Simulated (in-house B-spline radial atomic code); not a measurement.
# Mn⁺: excited configurations

Wanted: excitation energies of Mn⁺ as differences of total energies (ΔSCF).

The numbers are computed with in-house B-spline radial atomic code version 1 (non-relativistic B97-1, spin-polarised, spherical density, exact exchange averaged over the configuration, point nucleus, basis-set limit), except any that are marked as measured or tabulated.

### 1 The system

| Item | Value |
| --- | --- |
| element | manganese (Z = 25) |
| charge | +1 |
| electrons | 24 |
| configuration | [Ar] 3d5 4s1 |
| Hamiltonian | non-relativistic |
| nucleus | point |

Outer shells as boxes (Hund's rule):

[Ar] 3d5 4s1
```
[Ar] core
3d [↑ ][↑ ][↑ ][↑ ][↑ ]
4s [↑ ]
```

Where spins are not typed, each open shell is filled with up spins first.

Input settings:

```ini
Z = 25
electrons = 24.0
configuration = [Ar] 3d5 4s1
hamiltonian = nr
method = b97_1
spin_polarised = True
exact_exchange = averaged over the configuration
```

From the earlier run of the reference: total energy -1150.636271 hartree. Levels, eight at most:

```tsv
orbital	occupation	energy (eV)	<r> (bohr)
2p up	3	-646.32	0.2485
2p down	3	-644.28	0.2477
3s up	1	-98.631	0.8594
3s down	1	-92.406	0.8644
3p up	3	-67.651	0.9072
3p down	3	-61.036	0.9161
3d up	5	-18.312	1.146
4s up	1	-12.716	2.807
```

### 2 Configuration [Ne] 3s2 3p5 3d5 4s2

Input settings:

```ini
Z = 25
electrons = 24.0
configuration = [Ne] 3s2 3p5 3d5 4s2
hamiltonian = nr
method = b97_1
spin_polarised = True
exact_exchange = averaged over the configuration
```

Command:

```
> python run_scf.py task.json out
```

The settings of every run stand in task.json; they run in order.

### 3 Run with [Ar] 3d5 4p1

Settings: those of step 2 with these lines changed.

```diff
@@ -2,3 +2,3 @@
 electrons = 24.0
-configuration = [Ne] 3s2 3p5 3d5 4s2
+configuration = [Ar] 3d5 4p1
 hamiltonian = nr
```

### 4 Configuration [Ne] 3s2 3p5 3d6 4s1

Settings: those of step 3 with these lines changed.

```diff
@@ -2,3 +2,3 @@
 electrons = 24.0
-configuration = [Ar] 3d5 4p1
+configuration = [Ne] 3s2 3p5 3d6 4s1
 hamiltonian = nr
```

### 5 Run with [Ar] 3d4 4s1 5d1

Settings: those of step 4 with these lines changed.

```diff
@@ -2,3 +2,3 @@
 electrons = 24.0
-configuration = [Ne] 3s2 3p5 3d6 4s1
+configuration = [Ar] 3d4 4s1 5d1
 hamiltonian = nr
```

### 6 Configuration [Ar] 3d4 4s2

Settings: those of step 5 with these lines changed.

```diff
@@ -2,3 +2,3 @@
 electrons = 24.0
-configuration = [Ar] 3d4 4s1 5d1
+configuration = [Ar] 3d4 4s2
 hamiltonian = nr
```

**Question.** How far above the reference does each configuration lie (order and size, in eV)?

As calculated:

| net move | configuration | 2|M_S|+1 | energy above the reference (eV) | largest <r> (bohr) |
| --- | --- | --- | --- | --- |
| 4s → 4p | [Ar] 3d5 4p1 | 7 | 4.671 | 3.48 |
| 3d → 4s | [Ar] 3d4 4s2 | 5 | 6.975 | 2.75 |
| 3d → 5d | [Ar] 3d4 4s1 5d1 | 7 | 19.993 | 10.0 |
| 3p → 3d | [Ne] 3s2 3p5 3d6 4s1 | 7 | 47.208 | 2.78 |
| 3p → 4s | [Ne] 3s2 3p5 3d5 4s2 | 7 | 49.566 | 2.76 |

The energies run from 4.671 eV (4s → 4p) to 49.566 eV (3p → 4s). 2 of them lie more than 60 % above minus the reference's highest level (12.716 eV), in the range where a state can decay by emitting an electron. Two partly filled shells share a symmetry and can mix in the average, which may lower the energy, for: 3d → 5d. The reference has 2|M_S|+1 = 7; 1 of the configurations differ from it in spin. These are spherical averages at the typed spins, not spectroscopic levels.
